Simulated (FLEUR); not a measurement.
# Mg3Te (I4/mmm) in FLEUR: a series of runs

The runs below take Mg3Te through band structure, equation of state, with LDA.

Everything below comes from runs of FLEUR MaX-R8.1 (later development tree). Logs are shortened: lines on timing, memory, paths and dates and some standing lists are left out, and cuts for length are marked.

### 1 The crystal as given

Symmetry: I4/mmm, No. 139, tetragonal system. Conventional cell: a = 4.279 Å, b = 4.279 Å, c = 10.565 Å, α = 90.00°, β = 90.00°, γ = 90.00°. Around Te (site symmetry 4/mmm) lie 12 Mg at 3.03 to 3.40 Å. Mg (site symmetry -4m2) is surrounded by 8 Mg at 3.03 to 3.40 Å and 4 Te at 3.40 Å. Mg (site symmetry 4/mmm) is surrounded by 4 Te at 3.03 Å and 8 Mg at 3.40 Å.

The cell comes from a database or a generator and needn't be the stable form of this composition.

### 2 Band structure, LDA

The input, inp.xml:

```xml
<?xml version="1.0" encoding="UTF-8" standalone="no"?>
<fleurInput fleurInputVersion="0.39">
   <comment>
      Mg3Te                                                                                               
   </comment>
   <calculationSetup>
      <cutoffs Kmax="4.1" Gmax="12.7" GmaxXC="12.7" numbands="0"/>
      <scfLoop itmax="60" minDistance="0.00001" maxIterBroyd="15" imix="Anderson" alpha="0.05" precondParam="0.0" spinf="2.0" sdNocoIR="T"/>
      <coreElectrons ctail="T" frcor="F" kcrel="0" coretail_lmax="0"/>
      <xcFunctional name="vwn" relativisticCorrections="F"/>
      <magnetism jspins="1"/>
      <soc l_soc="F" theta="0.0" phi="0.0" spav="F"/>
      <expertModes spex="0" secvar="F"/>
      <geometryOptimization l_f="F" forcealpha="1.0" forcemix="BFGS" epsdisp="0.00001" epsforce="0.00001"/>
      <ldaU l_linMix="F" mixParam="0.05" spinf="1.0"/>
   </calculationSetup>
   <cell>
      <bzIntegration valenceElectrons="52.0" mode="hist" fermiSmearingEnergy="0.00183747">
         <kPointListSelection listName="default-1"/>
         <!-- k-points included here -->
         <xi:include xmlns:xi="http://www.w3.org/2001/XInclude" href="kpts.xml"> </xi:include>
      </bzIntegration>
      <!-- symmetry operations included here -->
      <xi:include xmlns:xi="http://www.w3.org/2001/XInclude" href="sym.xml"> </xi:include>
[... 37 lines left out ...]
         <lo type="SCLO" l="2" n="3" eDeriv="2"/>
         <lo type="SCLO" l="3" n="4" eDeriv="2"/>
      </species>
   </atomSpecies>
   <atomGroups>
      <atomGroup species="Tellurium (Te)">
         <relPos label="                   1">.0000000000 .0000000000 .0000000000</relPos>
         <force calculate="T" relaxXYZ="TTT"/>
      </atomGroup>
      <atomGroup species="Magnesium (Mg)">
         <relPos label="                   2">1.000/4.000 -1.000/4.000 1.000/2.000</relPos>
         <relPos label="                   3">-1.000/4.000 1.000/4.000 1.000/2.000</relPos>
         <force calculate="T" relaxXYZ="TTT"/>
      </atomGroup>
      <atomGroup species="Magnesium (Mg)">
         <relPos label="                   4">1.000/2.000 1.000/2.000 .0000000000</relPos>
         <force calculate="T" relaxXYZ="TTT"/>
      </atomGroup>
   </atomGroups>
   <output dos="F" band="F" slice="F">
      <checks vchk="F" cdinf="F"/>
      <bandDOS minEnergy="-.5*Htr" maxEnergy="0.5*Htr" sigma="0.015" storeEVData="T"/>
      <vacuumDOS vacdos="F" integ="F" star="F" nstars="0" locx1="0.0" locy1="0.0" locx2="0.0" locy2="0.0" nstm="0" tworkf="0.0"/>
      <unfoldingBand unfoldBand="F" supercellX="1" supercellY="1" supercellZ="1"/>
      <plotting iplot="0" polar="F">
         <plot TwoD="T" vec1="  1.0  0.0  0.0" vec2="  0.0  1.0  0.0" vec3="  0.0  0.0  1.0" zero="  0.0  0.0  0.0" file="plot"/>
      </plotting>
      <chargeDensitySlicing numkpt="0" minEigenval="0.0" maxEigenval="0.0" nnne="0" pallst="F"/>
      <specialOutput eonly="F"/>
      <moessbauerParams electricFieldGradient="T" isomerShift="T" coreHyperfine="T" valenceHyperfine="T"/>
      <magneticCircularDichroism mcd="F" energyLo="-10.0" energyUp="0.0"/>
   </output>
  <!-- We include the file relax.xml here to enable relaxations (see documentation) -->
  <xi:include xmlns:xi="http://www.w3.org/2001/XInclude" href="relax.xml"> <xi:fallback/> </xi:include>
</fleurInput>
```

The input, crystal.txt:

```
Mg3Te
&input cartesian=F /
-2.1393600000  2.1393600000  5.2824880000
2.1393600000  -2.1393600000  5.2824880000
2.1393600000  2.1393600000  -5.2824880000
1.8897261246
1.0 1.0 1.0

4
52 0.0000000000  0.0000000000  0.0000000000
12 0.2500000000  0.7500000000  0.5000000000
12 0.7500000000  0.2500000000  0.5000000000
12 0.5000000000  0.5000000000  0.0000000000

&kpt div1=9 div2=9 div3=9 gamma=T /
```

The input, inp.xml (bands):

```
<?xml version="1.0" encoding="UTF-8" standalone="no"?>
<fleurInput fleurInputVersion="0.39">
   <comment>
      Mg3Te                                                                                               
   </comment>
   <calculationSetup>
      <cutoffs Kmax="4.1" Gmax="12.7" GmaxXC="12.7" numbands="0"/>
      <scfLoop itmax="60" minDistance="0.00001" maxIterBroyd="15" imix="Anderson" alpha="0.05" precondParam="0.0" spinf="2.0" sdNocoIR="T"/>
      <coreElectrons ctail="T" frcor="F" kcrel="0" coretail_lmax="0"/>
      <xcFunctional name="vwn" relativisticCorrections="F"/>
      <magnetism jspins="1"/>
      <soc l_soc="F" theta="0.0" phi="0.0" spav="F"/>
      <expertModes spex="0" secvar="F"/>
      <geometryOptimization l_f="F" forcealpha="1.0" forcemix="BFGS" epsdisp="0.00001" epsforce="0.00001"/>
      <ldaU l_linMix="F" mixParam="0.05" spinf="1.0"/>
   </calculationSetup>
   <cell>
      <bzIntegration valenceElectrons="52.0" mode="hist" fermiSmearingEnergy="0.00183747">
         <kPointListSelection listName="path-1"/>
         <!-- k-points included here -->
         <xi:include xmlns:xi="http://www.w3.org/2001/XInclude" href="kpts.xml"> </xi:include>
      </bzIntegration>
      <!-- symmetry operations included here -->
      <xi:include xmlns:xi="http://www.w3.org/2001/XInclude" href="sym.xml"> </xi:include>
      <bulkLattice scale="1.0">
[... 36 lines left out ...]
         <lo type="SCLO" l="2" n="3" eDeriv="2"/>
         <lo type="SCLO" l="3" n="4" eDeriv="2"/>
      </species>
   </atomSpecies>
   <atomGroups>
      <atomGroup species="Tellurium (Te)">
         <relPos label="                   1">.0000000000 .0000000000 .0000000000</relPos>
         <force calculate="T" relaxXYZ="TTT"/>
      </atomGroup>
      <atomGroup species="Magnesium (Mg)">
         <relPos label="                   2">1.000/4.000 -1.000/4.000 1.000/2.000</relPos>
         <relPos label="                   3">-1.000/4.000 1.000/4.000 1.000/2.000</relPos>
         <force calculate="T" relaxXYZ="TTT"/>
      </atomGroup>
      <atomGroup species="Magnesium (Mg)">
         <relPos label="                   4">1.000/2.000 1.000/2.000 .0000000000</relPos>
         <force calculate="T" relaxXYZ="TTT"/>
      </atomGroup>
   </atomGroups>
   <output dos="F" band="T" slice="F">
      <checks vchk="F" cdinf="F"/>
      <bandDOS minEnergy="-.5*Htr" maxEnergy="0.5*Htr" sigma="0.015" storeEVData="T"/>
      <vacuumDOS vacdos="F" integ="F" star="F" nstars="0" locx1="0.0" locy1="0.0" locx2="0.0" locy2="0.0" nstm="0" tworkf="0.0"/>
      <unfoldingBand unfoldBand="F" supercellX="1" supercellY="1" supercellZ="1"/>
      <plotting iplot="0" polar="F">
         <plot TwoD="T" vec1="  1.0  0.0  0.0" vec2="  0.0  1.0  0.0" vec3="  0.0  0.0  1.0" zero="  0.0  0.0  0.0" file="plot"/>
      </plotting>
      <chargeDensitySlicing numkpt="0" minEigenval="0.0" maxEigenval="0.0" nnne="0" pallst="F"/>
      <specialOutput eonly="F"/>
      <moessbauerParams electricFieldGradient="T" isomerShift="T" coreHyperfine="T" valenceHyperfine="T"/>
      <magneticCircularDichroism mcd="F" energyLo="-10.0" energyUp="0.0"/>
   </output>
  <!-- We include the file relax.xml here to enable relaxations (see documentation) -->
  <xi:include xmlns:xi="http://www.w3.org/2001/XInclude" href="relax.xml"> <xi:fallback/> </xi:include>
</fleurInput>
```

Potentials or basis: all-electron, FLAPW.

Run with:

```bash
$ inpgen -f crystal.txt -profile fastHighL
$ # inp.xml edited to the form shown
$ fleur_MPI
$ fleur_MPI   # second run, on inp.xml (bands)
```

Standard output:

```text
Welcome to FLEUR        (www.flapw.de)
      MaX-Release 8.1          (www.max-centre.eu)

 ========== k-point set info ==========
 Selected k-point list: default-1
 k-point list type: mesh
 9 x 9 x 9
 Number of k points: 75

 ------------Calculation Setup---------------------------
 Number of MPI-tasks      :            1
 Number of PE/node        :            1
 Number of OMP-threads    :            1
 Most efficient MPI parallelization for:
           1           3           5          15          25          75
 Additional eigenvalue parallelization possible
 Number of basis functions:          943
 Approximate size of matrices (H+S) per k-point:         0.013 GB
 --------------------------------------------------------
 Iteration:     1   Distance:       3.81791749 me/bohr^3
 Iteration:     2   Distance:       3.58762213 me/bohr^3
 Iteration:     3   Distance:       1.68621148 me/bohr^3
 Iteration:     4   Distance:       0.67748321 me/bohr^3
 Iteration:     5   Distance:       0.55150352 me/bohr^3
 Iteration:     6   Distance:       0.08607690 me/bohr^3
 Iteration:     7   Distance:       0.06663160 me/bohr^3
 Iteration:     8   Distance:       0.02656962 me/bohr^3
 Iteration:     9   Distance:       0.00274909 me/bohr^3
 Iteration:    10   Distance:       0.00267566 me/bohr^3
 Iteration:    11   Distance:       0.00057678 me/bohr^3
 Iteration:    12   Distance:       0.00009432 me/bohr^3
 Iteration:    13   Distance:       0.00007372 me/bohr^3
 Iteration:    14   Distance:       0.00000741 me/bohr^3

 ********************************************************************
 Run finished successfully
 Stop message:
   all done
 ********************************************************************
```

output (bands):

```text
Welcome to FLEUR        (www.flapw.de)
      MaX-Release 8.1          (www.max-centre.eu)

 ========== k-point set info ==========
 Selected k-point list: path-1
 k-point list type: path
 Number of k points: 60

 ------------Calculation Setup---------------------------
 Number of MPI-tasks      :            1
 Number of PE/node        :            1
 Number of OMP-threads    :            1
 Most efficient MPI parallelization for:
           1           2           3           4           5           6          10          12          15          20          30          60
 Additional eigenvalue parallelization possible
 Number of basis functions:          946
 Approximate size of matrices (H+S) per k-point:         0.013 GB
 --------------------------------------------------------
 Fermi energy correction for metals:
 Fermi energy in bands.* files may not be consistent with last density.
 Please correct it manually (e.g. in band.gnu file).

 Note: Band structure data (together with different weights) is also stored in the banddos.hdf file.
       A convenient way of extracting and plotting the data from that file is by making use of the

 ********************************************************************
 Run finished successfully
 Stop message:
   Charge density postprocessing done.
 ********************************************************************
```

out.xml (last iteration):

```text
<iteration numberForCurrentRun="   14" overallNumber="   14">
         <energyParameters units="Htr">
            <atomicEP atomType="1" spin="1" branch="5s" branchLowest="-5.67" branchHighest="0.22" value="-0.2494635054"/>
            <atomicEP atomType="1" spin="1" branch="5p" branchLowest="-3.84" branchHighest="0.84" value="0.0531125480"/>
            <atomicEP atomType="1" spin="1" branch="5d" branchLowest="-1.16" branchHighest="1.94" value="0.3018654900"/>
            <atomicEP atomType="1" spin="1" branch="4f" branchLowest="-9.99" branchHighest="1.45" value="0.4599368048"/>
            <loAtomicEP atomType="1" spin="1" branch="4p" branchLowest="-29.14" branchHighest="-3.84" value="-3.8490060411"/>
            <loAtomicEP atomType="1" spin="1" branch="4p" branchLowest="-29.14" branchHighest="-3.84" value="-3.8490060411"/>
            <loAtomicEP atomType="1" spin="1" branch="4d" branchLowest="-20.21" branchHighest="-1.16" value="-1.1737322094"/>
            <loAtomicEP atomType="1" spin="1" branch="4d" branchLowest="-20.21" branchHighest="-1.16" value="-1.1737322094"/>
            <loAtomicEP atomType="1" spin="1" branch="5s" branchLowest="-5.67" branchHighest="0.22" value="-0.2494635054"/>
            <loAtomicEP atomType="1" spin="1" branch="4f" branchLowest="-9.99" branchHighest="1.45" value="0.4599371899"/>
            <atomicEP atomType="2" spin="1" branch="3s" branchLowest="-2.59" branchHighest="1.31" value="0.1006841820"/>
            <atomicEP atomType="2" spin="1" branch="2p" branchLowest="-9.99" branchHighest="-1.39" value="-1.3923533499"/>
            <atomicEP atomType="2" spin="1" branch="3d" branchLowest="-9.99" branchHighest="1.88" value="0.3984413461"/>
            <atomicEP atomType="2" spin="1" branch="4f" branchLowest="-9.99" branchHighest="3.51" value="0.5654817889"/>
            <loAtomicEP atomType="2" spin="1" branch="2s" branchLowest="-45.74" branchHighest="-2.59" value="-2.5931176788"/>
            <heloAtomicEP atomType="2" spin="1" branch="3p" branchLowest="1.04" branchHighest="1.04" value="1.0410480705"/>
            <heloAtomicEP atomType="2" spin="1" branch="3p" branchLowest="1.04" branchHighest="1.04" value="1.0410480705"/>
            <loAtomicEP atomType="2" spin="1" branch="3d" branchLowest="-9.99" branchHighest="1.88" value="0.3984414015"/>
            <loAtomicEP atomType="2" spin="1" branch="4f" branchLowest="-9.99" branchHighest="3.51" value="0.5654842168"/>
            <atomicEP atomType="3" spin="1" branch="3s" branchLowest="-2.60" branchHighest="1.30" value="0.0924860809"/>
            <atomicEP atomType="3" spin="1" branch="2p" branchLowest="-9.99" branchHighest="-1.40" value="-1.4029667019"/>
            <atomicEP atomType="3" spin="1" branch="3d" branchLowest="-9.99" branchHighest="1.87" value="0.3899198626"/>
            <atomicEP atomType="3" spin="1" branch="4f" branchLowest="-9.99" branchHighest="3.51" value="0.5568781391"/>
            <loAtomicEP atomType="3" spin="1" branch="2s" branchLowest="-45.75" branchHighest="-2.60" value="-2.6038044733"/>
            <heloAtomicEP atomType="3" spin="1" branch="3p" branchLowest="1.03" branchHighest="1.03" value="1.0335236869"/>
            <heloAtomicEP atomType="3" spin="1" branch="3p" branchLowest="1.03" branchHighest="1.03" value="1.0335236869"/>
            <loAtomicEP atomType="3" spin="1" branch="3d" branchLowest="-9.99" branchHighest="1.87" value="0.3899199429"/>
            <loAtomicEP atomType="3" spin="1" branch="4f" branchLowest="-9.99" branchHighest="3.51" value="0.5568805953"/>
[... 81 lines left out ...]
               <shell n="2" l="1" isomerShift="630.31248"/>
               <shell n="3" l="0" isomerShift="4721.52343"/>
               <shell n="3" l="1" isomerShift="135.08858"/>
               <shell n="4" l="0" isomerShift="1003.04491"/>
               <shell n="3" l="2" isomerShift="0.00003"/>
            </coreIsomerShift>
            <coreIsomerShift atomType="2" isTotal="1077.29779">
               <shell n="1" l="0" isomerShift="1077.29779"/>
            </coreIsomerShift>
            <coreIsomerShift atomType="3" isTotal="1077.31093">
               <shell n="1" l="0" isomerShift="1077.31093"/>
            </coreIsomerShift>
            <isomerShift atomType="1" nucleusRadius="0.0001189" averageDensity="231388.84988"/>
            <isomerShift atomType="2" nucleusRadius="0.0000684" averageDensity="1148.85723"/>
            <isomerShift atomType="3" nucleusRadius="0.0000684" averageDensity="1148.54072"/>
            <electricFieldGradient atomType="1" VXX="0.14920" VYY="0.14920" VZZ="-0.29841" asymParam="0.00000">
            </electricFieldGradient>
            <electricFieldGradient atomType="2" VXX="-0.04108" VYY="-0.04108" VZZ="0.08216" asymParam="0.00000">
            </electricFieldGradient>
            <electricFieldGradient atomType="3" VXX="0.03984" VYY="0.03984" VZZ="-0.07967" asymParam="0.00000">
            </electricFieldGradient>
         </moessbauerParams>
         <totalEnergy                                    value="    -7389.8491484068" units="Htr">
            <sumOfEigenvalues                            value="    -4441.6456647904">
               <coreElectrons value="-4366.3272795881"/>
               <valenceElectrons value="-75.3183852023"/>
            </sumOfEigenvalues>
            <densityCoulombPotentialIntegral value="-11931.0399715740"/>
            <densityEffectivePotentialIntegral value="-12218.9871426504"/>
            <chargeDenXCDenIntegral value="-217.3235454713"/>
            <FockExchangeEnergyValence value="0.0000000000"/>
            <FockExchangeEnergyCore value="0.0000000000"/>
            <atomTypeDependentContributions atomType="1">
               <electronNucleiInteractionDifferentMTs value="8237.8210377135"/>
               <MadelungTerm value="-22.0216678411"/>
            </atomTypeDependentContributions>
            <atomTypeDependentContributions atomType="2">
               <electronNucleiInteractionDifferentMTs value="474.6334747818"/>
               <MadelungTerm value="-8.4244822659"/>
            </atomTypeDependentContributions>
            <atomTypeDependentContributions atomType="3">
               <electronNucleiInteractionDifferentMTs value="237.2302828215"/>
               <MadelungTerm value="-4.2161495848"/>
            </atomTypeDependentContributions>
            <tkbTimesEntropy value="0.0007372628"/>
            <freeEnergy value="-7389.8498856696"/>
            <extrapolationTo0K value="-7389.8495170382"/>
         </totalEnergy>
         <densityConvergence units="me/bohr^3">
            <chargeDensity spin="1" distance="0.0000074085"/>
         </densityConvergence>
      </iteration>
```

It took 3.1 min on 1 thread of AMD EPYC 9R45 (Zen 5), shared host; peak memory 0.13 GiB.

What came out:

```yaml
Free_energy: -201088.0595 eV
Band_gap_along_the_path: none (metal or under the smearing width)
Valence_electrons_inside_the_program's_atomic_spheres: Te 20.18; Mg 8.66, 8.65 (radii Te 2.66, Mg 2.41 bohr)
```

Levels at the corners of the path, in eV from the Fermi level:
```csv
point,band 23,band 24,band 25,band 26,band 27,band 28,band 29,band 30
Γ,-4.16,-2.61,-2.61,0.20,1.25,1.57,1.57,1.82
X,-4.76,-3.56,-2.57,-1.57,-0.12,0.86,1.08,1.66
Y,-4.85,-4.00,-2.18,-1.24,0.26,0.95,1.22,1.76
S,-5.13,-2.24,-1.23,-0.99,0.88,2.50,3.41,3.58
Γ,-4.16,-2.61,-2.61,0.20,1.25,1.57,1.57,1.82
Z,-2.81,-2.81,-1.53,0.40,1.14,3.19,3.19,3.37
S1,-5.13,-2.24,-1.23,-0.99,0.88,2.50,3.41,3.58
N,-4.25,-3.06,-2.17,0.20,0.94,2.29,2.62,2.89
P,-4.97,-3.67,-2.05,-1.19,-0.76,-0.76,2.75,3.78
Y1,-4.85,-4.00,-2.18,-1.24,0.26,0.95,1.22,1.76
Z,-2.81,-2.81,-1.53,0.40,1.14,3.19,3.19,3.37
X,-4.76,-3.56,-2.57,-1.57,-0.12,0.86,1.08,1.66
P,-4.97,-3.67,-2.05,-1.19,-0.76,-0.76,2.75,3.78
```

Core levels (eV from the Fermi level):
```tsv
atom	levels
1 Te	1s1/2 -31567.3, 2s1/2 -4836.7, 2p1/2 -4533.7, 2p3/2 -4259.6, 3s1/2 -958.5, 3p1/2 -833.7, 3p3/2 -782.6, 4s1/2 -159.4, 3d3/2 -561.7, 3d5/2 -551.0
2 Mg	1s1/2 -1249.7
3 Mg	1s1/2 -1249.7
4 Mg	1s1/2 -1250.1
```

Caveat: spin-orbit coupling is left out, which moves the levels of the heavy elements.

### 3 Equation of state, LDA, 22.73 Å³/atom (volume scaled by 0.94)

Changes to inp.xml since step 2:

```diff
@@ -6,3 +6,3 @@
    <calculationSetup>
-      <cutoffs Kmax="4.1" Gmax="12.7" GmaxXC="12.7" numbands="0"/>
+      <cutoffs Kmax="4.21" Gmax="13.0" GmaxXC="13.0" numbands="0"/>
       <scfLoop itmax="60" minDistance="0.00001" maxIterBroyd="15" imix="Anderson" alpha="0.05" precondParam="0.0" spinf="2.0" sdNocoIR="T"/>
@@ -24,3 +24,3 @@
       <xi:include xmlns:xi="http://www.w3.org/2001/XInclude" href="sym.xml"> </xi:include>
-      <bulkLattice scale="1.0">
+      <bulkLattice scale="0.9795861087">
          <bravaisMatrix>
@@ -51,3 +51,3 @@
       <species name="Magnesium (Mg)" element="Mg" atomicNumber="12">
-         <mtSphere radius="2.41" gridPoints="797" logIncrement="0.014"/>
+         <mtSphere radius="2.33" gridPoints="797" logIncrement="0.014"/>
          <atomicCutoffs lmax="10" lnonsphr="10"/>
```

Potentials or basis: all-electron, FLAPW.

Run with:

```bash
$ inpgen -f crystal.txt -profile fastHighL
$ # inp.xml edited to the form shown
$ fleur_MPI
```

It took 3 min on 1 thread of AMD EPYC 9R45 (Zen 5), shared host; peak memory 0.13 GiB.

Results (log left out):

```
Free energy                                           : -201088.1038 eV
Band gap on the k mesh                                : none (metal or under the smearing width)
Valence electrons inside the program's atomic spheres : Te 20.22; Mg 8.61, 8.60 (radii Te 2.66, Mg 2.33 bohr)
```

### 4 Equation of state, LDA, 23.21 Å³/atom (volume scaled by 0.96)

Changes to inp.xml since step 3:

```diff
@@ -24,3 +24,3 @@
       <xi:include xmlns:xi="http://www.w3.org/2001/XInclude" href="sym.xml"> </xi:include>
-      <bulkLattice scale="0.9795861087">
+      <bulkLattice scale="0.9864848297">
          <bravaisMatrix>
```

Run with:

```bash
$ inpgen -f crystal.txt -profile fastHighL
$ # inp.xml edited to the form shown
$ fleur_MPI
```

Run time: 3.1 min. Hardware: 1 thread of AMD EPYC 9R45 (Zen 5), shared host; peak memory 0.13 GiB.

Results (log left out):

```
Free energy                                           : -201088.0986 eV
Band gap on the k mesh                                : none (metal or under the smearing width)
Valence electrons inside the program's atomic spheres : Te 20.20; Mg 8.60, 8.59 (radii Te 2.66, Mg 2.33 bohr)
```

[end of part 1 of 2]
